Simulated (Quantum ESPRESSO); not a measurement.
# Si3S (Im-3m) in Quantum ESPRESSO: settings compared, part 3 of 3

Quantum ESPRESSO 7.5. The steps go on from the part before.

### Step 4. Phonons, WC

pw.in

```
&CONTROL
  calculation = 'scf'
  prefix = 'pwscf'
  outdir = './tmp'
  pseudo_dir = './pseudo'
  tprnfor = .true.
  tstress = .true.
  disk_io = 'low'
/
&SYSTEM
  ibrav = 0
  nat = 4
  ntyp = 2
  ecutwfc = 52
  nbnd = 15
  input_dft = 'wc'
  occupations = 'smearing'
  smearing = 'fd'
  degauss = 0.00367493
/
&ELECTRONS
  conv_thr = 8d-10
  electron_maxstep = 120
  mixing_beta = 0.5
/
ATOMIC_SPECIES
Si    28.0850 Si.upf
S     32.0600 S.upf
CELL_PARAMETERS angstrom
  -2.5254800000    2.5254800000    2.5254800000
   2.5254800000   -2.5254800000    2.5254800000
   2.5254800000    2.5254800000   -2.5254800000
ATOMIC_POSITIONS crystal
Si     0.0000000000    0.5000000000    0.5000000000
Si     0.5000000000    0.0000000000    0.5000000000
Si     0.5000000000    0.5000000000    0.0000000000
S      0.0000000000    0.0000000000    0.0000000000
K_POINTS automatic
6 6 6 1 1 1
```

relax.in

```
&CONTROL
  calculation = 'vc-relax'
  prefix = 'pwscf'
  outdir = './tmp'
  pseudo_dir = './pseudo'
  tprnfor = .true.
  tstress = .true.
  disk_io = 'low'
  nstep = 40
  forc_conv_thr = 0.0001
  etot_conv_thr = 1d-06
/
&SYSTEM
  ibrav = 0
  nat = 4
  ntyp = 2
  ecutwfc = 52
  nbnd = 15
  input_dft = 'wc'
  occupations = 'smearing'
  smearing = 'fd'
  degauss = 0.00367493
/
&ELECTRONS
  conv_thr = 8d-10
  electron_maxstep = 120
  mixing_beta = 0.5
/
&IONS
  ion_dynamics = 'bfgs'
/
&CELL
  cell_dynamics = 'bfgs'
  press = 0
  press_conv_thr = 0.2
/
ATOMIC_SPECIES
Si    28.0850 Si.upf
S     32.0600 S.upf
CELL_PARAMETERS angstrom
  -2.5254800000    2.5254800000    2.5254800000
   2.5254800000   -2.5254800000    2.5254800000
   2.5254800000    2.5254800000   -2.5254800000
ATOMIC_POSITIONS crystal
Si     0.0000000000    0.5000000000    0.5000000000
Si     0.5000000000    0.0000000000    0.5000000000
Si     0.5000000000    0.5000000000    0.0000000000
S      0.0000000000    0.0000000000    0.0000000000
K_POINTS automatic
6 6 6 1 1 1
```

scf2.in

```
&CONTROL
  calculation = 'scf'
  prefix = 'pwscf'
  outdir = './tmp'
  pseudo_dir = './pseudo'
  tprnfor = .true.
  tstress = .true.
  disk_io = 'low'
/
&SYSTEM
  ibrav = 0
  nat = 4
  ntyp = 2
  ecutwfc = 52
  nbnd = 15
  input_dft = 'wc'
  occupations = 'smearing'
  smearing = 'fd'
  degauss = 0.00367493
/
&ELECTRONS
  conv_thr = 1d-13
  electron_maxstep = 120
  mixing_beta = 0.5
  startingpot = 'file'
  startingwfc = 'file'
/
ATOMIC_SPECIES
Si    28.0850 Si.upf
S     32.0600 S.upf
CELL_PARAMETERS angstrom
  -2.5075059186    2.5075059186    2.5075059186
   2.5075059186   -2.5075059186    2.5075059186
   2.5075059186    2.5075059186   -2.5075059186
ATOMIC_POSITIONS crystal
Si     0.0000000000    0.5000000000    0.5000000000
Si     0.5000000000    0.0000000000    0.5000000000
Si     0.5000000000    0.5000000000    0.0000000000
S      0.0000000000    0.0000000000    0.0000000000
K_POINTS automatic
6 6 6 1 1 1
```

ph.in

```
phonons of Si3S
&INPUTPH
  prefix = 'pwscf'
  outdir = './tmp'
  tr2_ph = 1d-18
  fildyn = 'dyn'
  niter_ph = 90
  alpha_mix(1) = 0.4
/
0.0000000000 0.0000000000 0.0000000000
```

dynmat.in

```
&INPUT
  fildyn = 'dyn'
  asr = 'crystal'
  filout = 'dynmat.disp'
  fileig = 'dynmat.eig'
/
```

Potentials or basis: PseudoDojo 0.4.1 SR PBE standard.

Run with:

```
> OMP_NUM_THREADS=1 pw.x -in pw.in > pw.out
> OMP_NUM_THREADS=1 pw.x -in relax.in > relax.out
> OMP_NUM_THREADS=1 pw.x -in scf2.in > scf2.out
> OMP_NUM_THREADS=1 ph.x -in ph.in > ph.out
> OMP_NUM_THREADS=1 dynmat.x -in dynmat.in > dynmat.out
```

pw.out:

```text
This program is part of the open-source Quantum ESPRESSO suite
     for quantum simulation of materials; please cite
         "P. Giannozzi et al., J. Phys.:Condens. Matter 21 395502 (2009);
         "P. Giannozzi et al., J. Phys.:Condens. Matter 29 465901 (2017);
         "P. Giannozzi et al., J. Chem. Phys. 152 154105 (2020);
     in publications or presentations arising from this work. More details at

     IMPORTANT: XC functional enforced from input :
     Exchange-correlation= WC
                           (   1   4  11   4   0   0   0)
     Any further DFT definition will be discarded
     Please, verify this is what you really want

     Message from routine setup:
     using ibrav=0 with symmetry is DISCOURAGED, use correct ibrav instead

     G-vector sticks info
     --------------------
     sticks:   dense  smooth     PW     G-vecs:    dense   smooth      PW
     Sum        1051    1051    311                21913    21913    3511

     Using Slab Decomposition

     bravais-lattice index     =            0
     lattice parameter (alat)  =       8.2662  a.u.
     unit-cell volume          =     434.7989 (a.u.)^3
     number of atoms/cell      =            4
     number of atomic types    =            2
     number of electrons       =        18.00
     number of Kohn-Sham states=           15
     kinetic-energy cutoff     =      52.0000  Ry
     charge density cutoff     =     208.0000  Ry
     scf convergence threshold =      8.0E-10
     mixing beta               =       0.5000
     number of iterations used =            8  plain     mixing
     Exchange-correlation= WC
                           (   1   4  11   4   0   0   0)

     celldm(1)=   8.266153  celldm(2)=   0.000000  celldm(3)=   0.000000
     celldm(4)=   0.000000  celldm(5)=   0.000000  celldm(6)=   0.000000

     crystal axes: (cart. coord. in units of alat)
               a(1) = (  -0.577350   0.577350   0.577350 )
               a(2) = (   0.577350  -0.577350   0.577350 )
               a(3) = (   0.577350   0.577350  -0.577350 )

     reciprocal axes: (cart. coord. in units 2 pi/alat)
               b(1) = ( -0.000000  0.866025  0.866025 )
               b(2) = (  0.866025 -0.000000  0.866025 )
               b(3) = (  0.866025  0.866025  0.000000 )

     PseudoPot. # 1 for Si read from file:
     Si.upf
     Pseudo is Norm-conserving + core correction, Zval =  4.0
     Generated using ONCVPSP code by D. R. Hamann
     Using radial grid of 1510 points,  6 beta functions with:
                l(1) =   0
                l(2) =   0
                l(3) =   1
                l(4) =   1
                l(5) =   2
                l(6) =   2

     PseudoPot. # 2 for S  read from file:
     S.upf
     Pseudo is Norm-conserving + core correction, Zval =  6.0
     Generated using ONCVPSP code by D. R. Hamann
     Using radial grid of 1146 points,  6 beta functions with:
                l(1) =   0
                l(2) =   0
                l(3) =   1
                l(4) =   1
                l(5) =   2
                l(6) =   2

     atomic species   valence    mass     pseudopotential
     Si                4.00    28.08500     Si( 1.00)
     S                 6.00    32.06000     S ( 1.00)

     48 Sym. Ops., with inversion, found

   Cartesian axes

     site n.     atom                  positions (alat units)
         1        Si     tau(   1) = (   0.5773503   0.0000000   0.0000000  )
         2        Si     tau(   2) = (   0.0000000   0.5773503   0.0000000  )
         3        Si     tau(   3) = (   0.0000000   0.0000000   0.5773503  )
         4        S      tau(   4) = (   0.0000000   0.0000000   0.0000000  )

     number of k points=    14  Fermi-Dirac smearing, width (Ry)=  0.0037
                       cart. coord. in units 2pi/alat
        k(    1) = (   0.1443376   0.1443376   0.1443376), wk =   0.0740741
        k(    2) = (   0.2886751   0.2886751   0.1443376), wk =   0.2222222
        k(    3) = (   0.4330127   0.4330127   0.1443376), wk =   0.1111111
        k(    4) = (   0.0000000   0.0000000   0.1443376), wk =   0.0555556
        k(    5) = (   0.4330127   0.2886751   0.2886751), wk =   0.2222222
        k(    6) = (   0.0000000  -0.1443376   0.2886751), wk =   0.2222222
        k(    7) = (  -0.0000000  -0.2886751   0.4330127), wk =   0.2222222
        k(    8) = (   0.1443376  -0.1443376   0.4330127), wk =   0.2222222
        k(    9) = (  -0.7216878  -0.2886751  -0.2886751), wk =   0.2222222
        k(   10) = (   0.4330127   0.4330127   0.4330127), wk =   0.0185185
        k(   11) = (   0.0000000   0.0000000   0.4330127), wk =   0.0555556
        k(   12) = (  -0.0000000  -0.1443376   0.5773503), wk =   0.2222222
        k(   13) = (  -0.7216878  -0.1443376  -0.1443376), wk =   0.0740741
        k(   14) = (  -0.0000000  -0.0000000   0.7216878), wk =   0.0555556

     Dense  grid:    21913 G-vectors     FFT dimensions: (  40,  40,  40)

     Initial potential from superposition of free atoms

     starting charge      17.9981, renormalised to      18.0000
     Starting wfcs are   16 randomized atomic wfcs

     Self-consistent Calculation

     iteration #  1     ecut=    52.00 Ry     beta= 0.50
     Davidson diagonalization with overlap
     ethr =  1.00E-02,  avg # of iterations =  5.1

     Threshold (ethr) on eigenvalues was too large:
     Diagonalizing with lowered threshold

     Davidson diagonalization with overlap
     ethr =  2.04E-04,  avg # of iterations =  5.5

     total energy              =     -47.40284988 Ry
     estimated scf accuracy    <       0.03650230 Ry

     iteration #  2     ecut=    52.00 Ry     beta= 0.50
     Davidson diagonalization with overlap
     ethr =  2.03E-04,  avg # of iterations =  1.0
[... 4 lines left out ...]
     iteration #  3     ecut=    52.00 Ry     beta= 0.50
     Davidson diagonalization with overlap
     ethr =  3.93E-05,  avg # of iterations =  1.9

     total energy              =     -47.40261589 Ry
     estimated scf accuracy    <       0.00012895 Ry

     iteration #  4     ecut=    52.00 Ry     beta= 0.50
     Davidson diagonalization with overlap
     c_bands:  1 eigenvalues not converged
     ethr =  7.16E-07,  avg # of iterations =  6.9

     total energy              =     -47.40266900 Ry
     estimated scf accuracy    <       0.00002723 Ry

     iteration #  5     ecut=    52.00 Ry     beta= 0.50
     Davidson diagonalization with overlap
     ethr =  1.51E-07,  avg # of iterations =  2.0

     total energy              =     -47.40267252 Ry
     estimated scf accuracy    <       0.00000144 Ry
[... 12 lines left out ...]
     total energy              =     -47.40267300 Ry
     estimated scf accuracy    <          2.9E-09 Ry

     iteration #  8     ecut=    52.00 Ry     beta= 0.50
     Davidson diagonalization with overlap
     ethr =  1.59E-11,  avg # of iterations =  2.9

     End of self-consistent calculation

          k = 0.1443 0.1443 0.1443 (  2758 PWs)   bands (ev):

    -6.0162  -0.2851   2.8474   2.8474   4.6714   5.0579   5.0579   6.6524
     7.7875   7.7875  11.7876  12.2003  12.2003  12.8113  12.8113

          k = 0.2887 0.2887 0.1443 (  2754 PWs)   bands (ev):

    -5.5262  -1.0809   1.3196   2.0384   4.4183   5.6722   6.4235   6.7522
     9.2700   9.4918  10.4051  11.0863  12.9403  14.5947  14.7897
[... 8 lines left out ...]
    -6.2159   0.1676   3.8407   3.8407   4.0233   4.2665   6.0552   6.0552
     6.2893   7.8302  10.6969  11.2672  11.2672  12.8024  15.0899

          k = 0.4330 0.2887 0.2887 (  2767 PWs)   bands (ev):

    -5.1633  -1.1274  -0.0599   1.2421   5.4732   6.1495   7.1238   7.9755
     8.8711  10.1905  10.7701  11.1471  11.4166  13.3872  14.8212

          k = 0.0000-0.1443 0.2887 (  2758 PWs)   bands (ev):

    -5.8336  -0.6296   2.2974   3.4163   3.5202   4.6668   5.7088   6.4821
     8.1564   9.6882  10.3358  11.7932  13.0739  13.1045  14.1101

          k =-0.0000-0.2887 0.4330 (  2740 PWs)   bands (ev):

    -5.3251  -1.4530   1.2239   3.0264   3.0809   5.3948   5.7370   7.2709
     8.7735  10.0517  11.4612  11.9611  13.8449  14.1591  15.3472

          k = 0.1443-0.1443 0.4330 (  2750 PWs)   bands (ev):

    -5.4007  -1.0978   0.8010   3.2491   3.7219   4.2479   6.7653   6.8478
     7.8180  10.1761  11.6702  12.7700  13.4942  14.0294  14.9610

          k =-0.7217-0.2887-0.2887 (  2751 PWs)   bands (ev):

    -5.1331  -1.2290  -0.0025   3.0931   3.5957   5.1021   5.7521   6.9464
     8.6789  11.5605  12.0504  12.1984  13.4772  14.0405  15.7708

          k = 0.4330 0.4330 0.4330 (  2760 PWs)   bands (ev):

    -5.0484  -0.3531  -0.3531  -0.3531   7.0743   7.0743   7.0743   9.6178
     9.9625   9.9625  10.0223  10.0223  10.0223  12.9364  12.9364

          k = 0.0000 0.0000 0.4330 (  2739 PWs)   bands (ev):

    -5.5185  -0.8733   1.8656   2.7293   2.7293   5.0140   6.4241   6.4241
     7.1610  10.2565  11.8297  12.2432  14.7802  14.7802  15.2225

          k =-0.0000-0.1443 0.5774 (  2737 PWs)   bands (ev):

    -5.1374  -1.0173   0.6090   2.2823   3.2879   4.8625   5.2387   6.7229
     8.0818  12.1677  12.8593  13.3299  14.0481  14.7669  15.3268

          k =-0.7217-0.1443-0.1443 (  2739 PWs)   bands (ev):

    -5.0020  -0.3659  -0.3659   2.5282   3.3418   3.3418   5.3880   8.0078
     8.0078  11.3270  14.2983  14.2983  14.3076  15.2987  15.2988

          k =-0.0000-0.0000 0.7217 (  2739 PWs)   bands (ev):

    -4.9438  -0.2785   0.6369   1.7968   1.7968   2.8829   7.2357   7.7579
     7.7579  11.0764  13.6769  14.6723  14.6723  14.9526  16.5452

     the Fermi energy is     9.2752 ev

!    total energy              =     -47.40267300 Ry
     estimated scf accuracy    <          7.3E-10 Ry
     smearing contrib. (-TS)   =      -0.00075641 Ry
     internal energy E=F+TS    =     -47.40191658 Ry

     The total energy is F=E-TS. E is the sum of the following terms:
     one-electron contribution =      14.69862336 Ry
     hartree contribution      =       2.60996203 Ry
     xc contribution           =     -15.62428779 Ry
     ewald contribution        =     -49.08621418 Ry

     convergence has been achieved in   8 iterations

     Forces acting on atoms (cartesian axes, Ry/au):

     atom    1 type  1   force =     0.00000000   -0.00000000    0.00000000
     atom    2 type  1   force =    -0.00000000   -0.00000000   -0.00000000
     atom    3 type  1   force =    -0.00000000   -0.00000000    0.00000000
     atom    4 type  2   force =    -0.00000000    0.00000000   -0.00000000

     Total force =     0.000000     Total SCF correction =     0.000000

     Computing stress (Cartesian axis) and pressure

          total   stress  (Ry/bohr**3)                   (kbar)     P=      -21.96
  -0.00014930   0.00000000   0.00000000          -21.96        0.00        0.00
   0.00000000  -0.00014930   0.00000000            0.00      -21.96        0.00
   0.00000000   0.00000000  -0.00014930            0.00        0.00      -21.96

=------------------------------------------------------------------------------=
   JOB DONE.
=------------------------------------------------------------------------------=
```

Run time: 10 min. Hardware: 1 thread of Intel Xeon at 2.50GHz (Skylake/Cascade Lake), shared host; peak memory 0.08 GiB.

Results:

| Item | Value |
| --- | --- |
| Free energy | -644.9557 eV |
| Relaxed volume | 15.77 Å³/atom |
| Relaxed cell | a = 4.343 Å, b = 4.343 Å, c = 4.343 Å, α = 109.47°, β = 109.47°, γ = 109.47° |
| Space group after relaxing (to 0.05 Å) | Im-3m (No. 229) |
| Pressure after relaxing | 0.0 GPa |
| Band gap on the k mesh | none (metal or under the smearing width) |
| Highest phonon frequency at Γ | 345 cm⁻¹ |
| Most unstable mode | 118i cm⁻¹ |

Step by step:
```tsv
step	energy change (eV)	largest force (eV/Å)	pressure (GPa)	volume (Å³)
1	0.0000	0.0000	-2.20	64.43
2	-0.0074	0.0000	-1.07	63.71
3	-0.0095	0.0000	0.04	63.04
4	-0.0096	0.0000	0.00	63.06
```

Final structure:
```xyz
4
Lattice="-2.5075 2.5075 2.5075 2.5075 -2.5075 2.5075 2.5075 2.5075 -2.5075" Properties=species:S:1:pos:R:3 pbc="T T T"
Si    2.5075    0.0000    0.0000
Si    0.0000    2.5075    0.0000
Si    0.0000    0.0000    2.5075
S     0.0000    0.0000    0.0000
```

Phonon frequencies in cm⁻¹ (negative: imaginary):
```
              q point                                   frequencies
(0.000, 0.000, 0.000)  -118 -118 -118 0 0 0 208 208 208 345 345 345
```

Optical modes at Γ, degenerate ones joined:
```tsv
cm⁻¹	components	symmetry	active in
118i	3	T1u	IR
208	3	T1u	IR
345	3	T2u	silent
```

Caveat: the k mesh is coarse; the mesh is thin for the phonons of a metal; the potentials were made for another functional, which shifts forces and pressure; some modes are imaginary.

### Step 5. The runs side by side

| level | gap on the mesh (eV) | pressure (GPa) |
| --- | --- | --- |
| PW91 | none | 0.0 |
| AM05 | none | 0.0 |
| WC | none | 0.0 |

Alike in all rows: task phonons; potentials or basis PseudoDojo 0.4.1 SR PBE standard; no spin polarisation; cell relaxed; k mesh 6 × 6 × 6, shifted; cutoff (eV) 707; smearing fermi-dirac 0.05 eV.

Caveats: the mesh is thin for the phonons of a metal; the potentials were made for another functional, which shifts forces and pressure; some modes are imaginary.

Total energies depend on the potentials used, so only differences within one code and one set of settings carry meaning.
